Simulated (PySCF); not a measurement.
# Er(BH4)3(H2O): other functionals and bases at one geometry

An exercise on one series of results from a longer session: the logs are not shown, and one member is left open.

Program: PySCF 2.14.0. Level of theory: several levels, as the steps say, no spin–orbit coupling. These are calculated values, not measurements.

1 further run of the same task is left out (for a known fault of the program). Runs told in other sessions of the task aren't counted.

## Where the work starts

19 atoms, charge 0, spin multiplicity 1.

Bond lengths: Er1–B2 2.433 Å, Er1–H4 2.229 Å, Er1–H5 2.274 Å, Er1–H6 2.283 Å, Er1–B7 2.436 Å, Er1–H9 2.285 Å, Er1–H10 2.278 Å, Er1–H11 2.231 Å, Er1–B12 2.428 Å, Er1–H14 2.273 Å, Er1–H15 2.265 Å, Er1–H16 2.232 Å, Er1–O17 2.366 Å, B2–H3 1.206 Å, B2–H4 1.259 Å, B2–H5 1.253 Å, B2–H6 1.249 Å, B7–H8 1.206 Å and more. Angles: B2–Er1–H4 30.9°, B2–Er1–H5 30.6°, B2–Er1–H6 30.5°, B2–Er1–B7 118.8°, B2–Er1–H9 92.8°, B2–Er1–H10 144.8°, B2–Er1–H11 112.5°, B2–Er1–B12 116.7°, B2–Er1–H14 147.2°, B2–Er1–H15 97.6°, B2–Er1–H16 100.4°, B2–Er1–O17 98.6°, H4–Er1–H5 52.6°, H4–Er1–H6 52.5°, H4–Er1–B7 107.3°, H4–Er1–H9 93.3°, H4–Er1–H10 137.7°, H4–Er1–H11 88.4° and more.

Coordinates:

| atom | x (Å) | y (Å) | z (Å) |
| --- | --- | --- | --- |
| Er1 | 0.0673 | -0.0434 | 0.0888 |
| B2 | 1.2367 | 1.7752 | 1.2038 |
| H3 | 1.8434 | 2.6481 | 1.7728 |
| H4 | 1.5756 | 0.6250 | 1.5872 |
| H5 | 1.4229 | 1.7780 | -0.0350 |
| H6 | 0.0019 | 1.8376 | 1.3808 |
| B7 | -1.6782 | -1.2346 | 1.3003 |
| H8 | -2.5156 | -1.8522 | 1.9095 |
| H9 | -1.6409 | -0.0248 | 1.6060 |
| H10 | -1.8389 | -1.2908 | 0.0589 |
| H11 | -0.5153 | -1.6738 | 1.4964 |
| B12 | 1.3090 | -1.2657 | -1.6023 |
| H13 | 1.9505 | -1.8764 | -2.4203 |
| H14 | 0.1233 | -1.6514 | -1.5167 |
| H15 | 1.2627 | -0.0351 | -1.8355 |
| H16 | 1.7866 | -1.3635 | -0.4423 |
| O17 | -1.4177 | 1.2432 | -1.2284 |
| H18 | -1.2250 | 2.0640 | -1.6984 |
| H19 | -2.3679 | 1.0838 | -1.2928 |

Formal oxidation states: Er +3. Each metal's 11 4f electrons lie in its core potential, so multiplicities, spins and levels count the valence alone. An earlier session relaxed this geometry at PBE0, Er lcecp-1-SVP with ECP57, B def2-SVP, H def2-SVP, O def2-SVP (singlet, point group C1).

At PBE0 on the finer grid: E = -196.193878 Eh, HOMO -8.97 eV, LUMO -1.26 eV, Mulliken charge on Er1 +0.38 e, largest force component 0.013 eV/Å. 

Levels to run: revPBE; TPSSh; PBE0, TZVP. Hardware: 4 threads of Arm Neoverse V1, shared host.

Set-up of the first run:

The input, run.py (the lines that set the calculation):

```python
mol = gto.M(atom='''
Er     0.06726    -0.04343     0.08883
B      1.23673     1.77518     1.20382
H      1.84341     2.64809     1.77282
H      1.57556     0.62504     1.58722
H      1.42288     1.77799    -0.03500
H      0.00195     1.83759     1.38078
B     -1.67821    -1.23456     1.30030
H     -2.51555    -1.85218     1.90951
H     -1.64088    -0.02480     1.60605
H     -1.83887    -1.29075     0.05894
H     -0.51533    -1.67383     1.49640
B      1.30898    -1.26566    -1.60233
H      1.95047    -1.87637    -2.42032
H      0.12327    -1.65141    -1.51669
H      1.26272    -0.03506    -1.83549
H      1.78661    -1.36345    -0.44227
O     -1.41772     1.24321    -1.22844
H     -1.22501     2.06404    -1.69837
H     -2.36795     1.08385    -1.29277''',
    basis={'Er': 'lcecp-1-SVP', 'B': 'def2-SVP', 'H': 'def2-SVP', 'O': 'def2-SVP'},
    ecp={'Er': 'lcecp-1-SVP'},
    charge=0, spin=0)
mf = dft.RKS(mol, xc='PBE_R,PBE')
mf.grids.atom_grid = (75, 302)  # f atoms: unpruned, at least (60, 302)
mf = mf.density_fit()  # fitting sets: Er AutoAux, B def2-universal-JKFIT, H def2-universal-JKFIT, O def2-universal-JKFIT
mf.conv_tol = 1e-08; mf.max_cycle = 55
mf.kernel(dm0)  # dm0: the density of the relaxed state
```

Command:

```console
$ OMP_NUM_THREADS=4 python run.py
```

Steps of the session up to this table: revPBE; TPSSh; PBE0, TZVP.

One table of the session follows, with a row left open; its other results are not shown here.

| level | HOMO (eV) | gap (eV) | charge on Er1 (e) | dipole (D) | largest force component (eV/Å) |
| --- | --- | --- | --- | --- | --- |
| PBE0 (relaxed here) | -8.97 | 7.70 | 0.38 | 6.13 | 0.01 |
| revPBE | -7.61 | 5.62 | 0.06 | 6.05 | 0.49 |
| TPSSh | ? | ? | ? | ? | ? |
| PBE0, TZVP | -8.99 | 7.49 | 0.90 | 6.00 | 0.22 |

**Question.** Estimate the row for TPSSh.

The run gave: HOMO (eV): -8.41; gap (eV): 6.86; charge on Er1 (e): 0.42; dipole (D): 6.13; largest force component (eV/Å): 0.27. In the column «HOMO (eV)» it lies between PBE0 (relaxed here) (-8.97) and revPBE (-7.61).

In one basis the HOMO–LUMO gap runs from 5.62 eV (revPBE) to 7.70 eV (PBE0). The largest leftover force, 0.49 eV/Å with revPBE, stands at a geometry relaxed at another level. With 4f in the core, its levels are missing from HOMO and gap, and its count is fixed, so no charge can pass from the ligands into it. Total energies of different levels can't be compared.
